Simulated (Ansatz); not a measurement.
# C4H8BN: how energies converge with the basis set

Aim: see how fast density functionals converge with the basis set for C4H8BN.

Method: one geometry, several basis sets; program: Ansatz 0.2.0, Gaussian basis.

Levels to be run: PBE0-D4/def2-SVP; ωB97M-V/def2-SVP; PBE0-D4/def2-QZVPP; ωB97M-V/def2-QZVPP; the functionals' def2-TZVPP values are taken from earlier runs.

### Step 1. The relaxed structure

All runs share one geometry, relaxed beforehand with PBE0-D4 in a triple-zeta def2 set.

SMILES `C=CB(C)C=N`, 14 atoms, charge 0, spin multiplicity 1.

Atoms are counted from 1 here; the program's logs count them from 0.

Bond lengths: C1–C2 1.336 Å, C1–H7 1.086 Å, C1–H8 1.086 Å, C2–B3 1.549 Å, C2–H9 1.090 Å, B3–C4 1.562 Å, B3–C5 1.578 Å, C4–H10 1.096 Å, C4–H11 1.091 Å, C4–H12 1.098 Å, C5–N6 1.275 Å, C5–H13 1.098 Å, N6–H14 1.025 Å. Angles: C2–C1–H7 121.5°, C2–C1–H8 122.5°, H7–C1–H8 116.0°, C1–C2–B3 123.4°, C1–C2–H9 116.8°, B3–C2–H9 119.7°, C2–B3–C4 124.3°, C2–B3–C5 118.2°, C4–B3–C5 117.5°, B3–C4–H10 110.4°, B3–C4–H11 116.2°, B3–C4–H12 108.6°, H10–C4–H11 108.3°, H10–C4–H12 104.7°, H11–C4–H12 108.0°, B3–C5–N6 124.8°, B3–C5–H13 120.0°, N6–C5–H13 114.9° and more.

Coordinates:

| atom | x (Å) | y (Å) | z (Å) |
| --- | --- | --- | --- |
| C1 | 0.0437 | -2.1126 | 0.5911 |
| C2 | -0.4944 | -0.8942 | 0.6936 |
| B3 | -0.0547 | 0.3084 | -0.1773 |
| C4 | 1.0805 | 0.2500 | -1.2489 |
| C5 | -0.7775 | 1.6936 | 0.0434 |
| N6 | -1.1911 | 2.1276 | 1.1689 |
| H7 | 0.8512 | -2.3192 | -0.1049 |
| H8 | -0.2972 | -2.9537 | 1.1883 |
| H9 | -1.3084 | -0.7743 | 1.4092 |
| H10 | 1.8035 | 1.0572 | -1.0835 |
| H11 | 1.6277 | -0.6907 | -1.3199 |
| H12 | 0.6439 | 0.4635 | -2.2338 |
| H13 | -0.8688 | 2.4048 | -0.7886 |
| H14 | -1.0713 | 1.4106 | 1.8911 |

### Step 2. PBE0-D4 in def2-SVP

in.yaml reads:

```yaml
crystal:
  periodic: [false, false, false]
  atoms:
    - {symbol: C, position_ang: [0.043727, -2.112617, 0.591136]}
    - {symbol: C, position_ang: [-0.494394, -0.894220, 0.693645]}
    - {symbol: B, position_ang: [-0.054672, 0.308367, -0.177344]}
    - {symbol: C, position_ang: [1.080485, 0.249974, -1.248887]}
    - {symbol: C, position_ang: [-0.777502, 1.693612, 0.043432]}
    - {symbol: N, position_ang: [-1.191097, 2.127605, 1.168935]}
    - {symbol: H, position_ang: [0.851199, -2.319212, -0.104863]}
    - {symbol: H, position_ang: [-0.297204, -2.953714, 1.188341]}
    - {symbol: H, position_ang: [-1.308372, -0.774347, 1.409156]}
    - {symbol: H, position_ang: [1.803508, 1.057243, -1.083534]}
    - {symbol: H, position_ang: [1.627663, -0.690668, -1.319881]}
    - {symbol: H, position_ang: [0.643879, 0.463508, -2.233762]}
    - {symbol: H, position_ang: [-0.868838, 2.404760, -0.788600]}
    - {symbol: H, position_ang: [-1.071284, 1.410611, 1.891127]}
basis:
  gaussian: {orbitals: def2-SVP}
hamiltonian: {xc: pbe0, dispersion: d4}
output: {orbitals: {seedname: orbitals}}
```

Further steps of the session: ωB97M-V in def2-SVP; PBE0-D4 in def2-QZVPP; ωB97M-V in def2-QZVPP.

Before running them: what should the planned runs give, taken together? Wanted: PBE0-D4: double and triple zeta above quadruple; ωB97M-V: double and triple zeta above quadruple.

The runs gave:

| quantity | value |
| --- | --- |
| PBE0-D4: double and triple zeta above quadruple | 7.47, 0.36 eV |
| ωB97M-V: double and triple zeta above quadruple | 7.84, 0.35 eV |

What this shows: PBE0-D4 gains 7.11 eV from double to triple zeta, then 0.36 eV more. These are total energies; as a rule much of such shifts cancels in differences, which this series doesn't test.
